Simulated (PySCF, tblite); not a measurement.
# N-Formylmorpholine (C₅H₉NO₂): geometry, infrared bands, NMR shifts, spin-spin couplings, electronic excitations and core binding energies

Aim: predict the infrared bands, NMR shifts, spin-spin couplings, electronic excitations and core binding energies of N-Formylmorpholine (C₅H₉NO₂) (`O=CN1CCOCC1`).

The runs use tblite 0.8.0 and PySCF 2.14.0, with density-fitted response routines of our own; the level of theory stands in each step. All values are computed, except where a source is named. Atoms are numbered from 0 throughout.

### Step 1. The starting structure

17 atoms, charge 0, multiplicity 1; geometry from: force field or distance geometry start.

Bonds of the start (Å): O0–C1 1.24, C1–N2 1.36, N2–C3 1.46, C3–C4 1.54, C4–O5 1.44, O5–C6 1.44, C6–C7 1.53, C7–N2 1.47, C1–H8 1.10, C3–H9 1.08, C3–H10 1.10, C4–H11 1.09, C4–H12 1.09, C6–H13 1.10, C6–H14 1.10, C7–H15 1.09, C7–H16 1.10.

### Step 2. Geometry optimisation with GFN2-xTB

Job settings and geometry (Å):

```
{"job": {"kind": "relax", "xc": "GFN2-xTB", "basis": "xTB"}, "charge": 0, "multiplicity": 1}
O      2.886600    -1.127800     0.004300
C      2.215300    -0.088900    -0.029300
N      0.872800    -0.017200    -0.215000
C      0.062000    -1.196700    -0.495600
C     -1.255400    -1.161000     0.300600
O     -1.963100     0.071800     0.051800
C     -1.164900     1.200600     0.463600
C      0.160600     1.261900    -0.303600
H      2.695200     0.888800     0.135000
H     -0.147600    -1.201600    -1.559400
H      0.618700    -2.116400    -0.251800
H     -1.080900    -1.264900     1.372100
H     -1.909400    -1.980600    -0.010000
H     -0.981100     1.126000     1.543900
H     -1.752800     2.113200     0.285300
H      0.782000     2.076200     0.067400
H     -0.045200     1.428800    -1.369100
```

Launch:

```sh
$ OMP_NUM_THREADS=1 python probes_run.py task.json out
```

One launch serves the whole session: the jobs run in the order shown.

**Question.** This job is followed by: GFN2-xTB harmonic vibrations, gas phase; PBE0-D3(BJ)/def2-SVP geometry optimisation, gas phase; GIAO PBE0/pcSseg-1 NMR shielding, non-relativistic, gas phase; B3LYP/pcJ-1 indirect spin-spin coupling, non-relativistic, gas phase; TDDFT wB97X-D/def2-SVPD, vertical, gas phase, core orbitals frozen in the response; GIAO PBE/pcSseg-1 NMR shielding, non-relativistic, gas phase; delta-SCF UKS SCAN, pcX-2 on the ionised atom, pcseg-1 elsewhere, spin-free X2C. What will the session give for the following? strongest single infrared mode (GFN2-xTB); zero-point energy (GFN2-xTB); point group; rotational constants (main isotopes); ¹³C shifts against TMS (PBE0/pcSseg-1); ¹H shifts against TMS (PBE0/pcSseg-1, means over atoms taken as alike); ¹⁷O shifts against H2O (PBE0/pcSseg-1); ¹⁵N shifts against NH3 (PBE0/pcSseg-1); surface potential, 1st and 99th percentile; largest coupling of the table (B3LYP/pcJ-1); lowest singlet (wB97X-D/def2-SVPD); brightest single state of those computed; lowest triplet; vertical ionisation energy (ΔSCF); C1s binding energies, SCAN/pcX-2 (standing for 3 of 5 atoms); O1s binding energies, SCAN/pcX-2; N1s binding energies, SCAN/pcX-2; range of the shift of O5.

As calculated:

| quantity | value |
| --- | --- |
| strongest single infrared mode (GFN2-xTB) | 1760 cm⁻¹, 704 km/mol |
| zero-point energy (GFN2-xTB) | 87.8 kcal/mol |
| point group | C1 |
| rotational constants (main isotopes) | 4.25, 1.57, 1.26 GHz |
| ¹³C shifts against TMS (PBE0/pcSseg-1) | 160.6, 68.7, 68.0, 46.2, 40.3 ppm |
| ¹H shifts against TMS (PBE0/pcSseg-1, means over atoms taken as alike) | 7.72, 3.48, 3.44, 3.34, 2.98 ppm |
| ¹⁷O shifts against H2O (PBE0/pcSseg-1) | 416.0, 44.0 ppm |
| ¹⁵N shifts against NH3 (PBE0/pcSseg-1) | 137.1 ppm |
| surface potential, 1st and 99th percentile | -1.96 V and 1.27 V |
| largest coupling of the table (B3LYP/pcJ-1) | ¹J(C,H) C1–H8, 197.2 Hz |
| lowest singlet (wB97X-D/def2-SVPD) | 5.79 eV (214 nm), f = 0.001 |
| brightest single state of those computed | state 2, 6.80 eV, f = 0.227 |
| lowest triplet | 5.12 eV |
| vertical ionisation energy (ΔSCF) | 9.08 eV |
| C1s binding energies, SCAN/pcX-2 (standing for 3 of 5 atoms) | C1 293.40, C4 292.35, C3 291.82 eV |
| O1s binding energies, SCAN/pcX-2 | O5 538.64, O0 536.87 eV |
| N1s binding energies, SCAN/pcX-2 | N2 405.84 eV |
| range of the shift of O5 | 44.0 to 63.1 ppm |

**Reading.** Relaxing lowered the energy by 0.167 eV in 47 steps; the close pair that moved most is O5–C6, from 1.443 to 1.407 Å (GFN2-xTB). All 45 modes are real, so the xTB geometry is a minimum. The strongest single mode, at 1760 cm⁻¹, moves mainly C1 and O0. Unscaled tight-binding wavenumbers are off by several per cent, some by more. Its intensities can rank the bands wrongly. Relaxing lowered the energy by 0.155 eV in 11 steps; the close pair that moved most is C3–C4, from 1.557 to 1.520 Å (PBE0/def2-SVP). C1 (amide carbonyl carbon) lies farthest downfield among carbon, at 160.6 ppm; it is a carbonyl in resonance with an O or N lone pair, the region of acids, esters and amides. At PBE0/pcSseg-1: The widest tensor belongs to O0: span 708 ppm, with a paramagnetic part of -481 ppm. In the run at B3LYP/pcJ-1, the largest coupling of the table is C1–H8, 197.2 Hz, of which the Fermi-contact term gives 196.6 Hz. Couplings across rotatable bonds belong to this one conformer; where others are populated, the observed values are averages. ΔSCF puts the ionisation energy at 9.08 eV, 0.16 eV above −ε(HOMO). The C1s levels kept as sound span 1.57 eV, from C3 (sp3 CH2 bonded to N) up to C1 (amide carbonyl carbon). Only 3 of the 5 C atoms are covered by sound results. O5 (ether oxygen) binds its O1s electron 1.77 eV more tightly than O0 (amide-type carbonyl oxygen). Across the 2 runs the shift of O5 moves most, between 44.0 (PBE0/pcSseg-1) and 63.1 ppm (PBE/pcSseg-1).
